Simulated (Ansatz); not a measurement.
# BBrClH3OSi: basis-set convergence

Aim: see how fast density functionals converge with the basis set for BBrClH3OSi.

Method: one geometry, several basis sets; program: Ansatz 0.2.0, Gaussian basis.

The runs, in order: PBE0-D4/def2-SVP; ωB97M-V/def2-SVP; PBE0-D4/def2-QZVPP; ωB97M-V/def2-QZVPP; the functionals' def2-TZVPP values are taken from earlier runs.

### 1 The geometry

All runs share one geometry, relaxed beforehand with PBE0-D4 in a triple-zeta def2 set.

SMILES `[SiH3]OB(Cl)Br`, 8 atoms, charge 0, spin multiplicity 1.

Atoms are counted from 1 here; the program's logs count them from 0.

Bond lengths: Si1–O2 1.670 Å, Si1–H6 1.481 Å, Si1–H7 1.481 Å, Si1–H8 1.479 Å, O2–B3 1.329 Å, B3–Cl4 1.748 Å, B3–Br5 1.932 Å. Angles: O2–Si1–H6 109.4°, O2–Si1–H7 109.3°, O2–Si1–H8 105.5°, H6–Si1–H7 110.8°, H6–Si1–H8 110.8°, H7–Si1–H8 110.8°, Si1–O2–B3 133.7°, O2–B3–Cl4 120.4°, O2–B3–Br5 120.9°, Cl4–B3–Br5 118.8°.

### 2 PBE0-D4 in def2-SVP

in.yaml reads:

```yaml
crystal:
  periodic: [false, false, false]
  atoms:
    - {symbol: Si, position_ang: [-0.995056, -0.649962, -0.448843]}
    - {symbol: O, position_ang: [-0.137054, 0.231607, 0.680382]}
    - {symbol: B, position_ang: [1.076041, 0.775107, 0.691539]}
    - {symbol: Cl, position_ang: [1.640642, 1.646892, 2.097235]}
    - {symbol: Br, position_ang: [2.246416, 0.619549, -0.837781]}
    - {symbol: H, position_ang: [-1.171081, 0.161276, -1.675034]}
    - {symbol: H, position_ang: [-0.267304, -1.904648, -0.747005]}
    - {symbol: H, position_ang: [-2.300505, -0.936820, 0.183707]}
basis:
  gaussian: {orbitals: def2-SVP}
hamiltonian: {xc: pbe0, dispersion: d4}
output: {orbitals: {seedname: orbitals}}
```

After this run come: ωB97M-V in def2-SVP; PBE0-D4 in def2-QZVPP; ωB97M-V in def2-QZVPP.

Q: Predict the results of all the runs planned. Wanted: PBE0-D4: double and triple zeta above quadruple; ωB97M-V: double and triple zeta above quadruple.

The runs gave:

| quantity | value |
| --- | --- |
| PBE0-D4: double and triple zeta above quadruple | 21.00, 2.23 eV |
| ωB97M-V: double and triple zeta above quadruple | 20.88, 2.12 eV |

**Reading.** For PBE0-D4 the step from double to triple zeta gains 18.77 eV and the next only 2.23 eV. These are total energies; as a rule much of such shifts cancels in differences, which this series doesn't test. The LUMO of ωB97M-V is positive and keeps falling with the basis (1.61 to 1.10 eV): an unbound level that the basis holds in place.
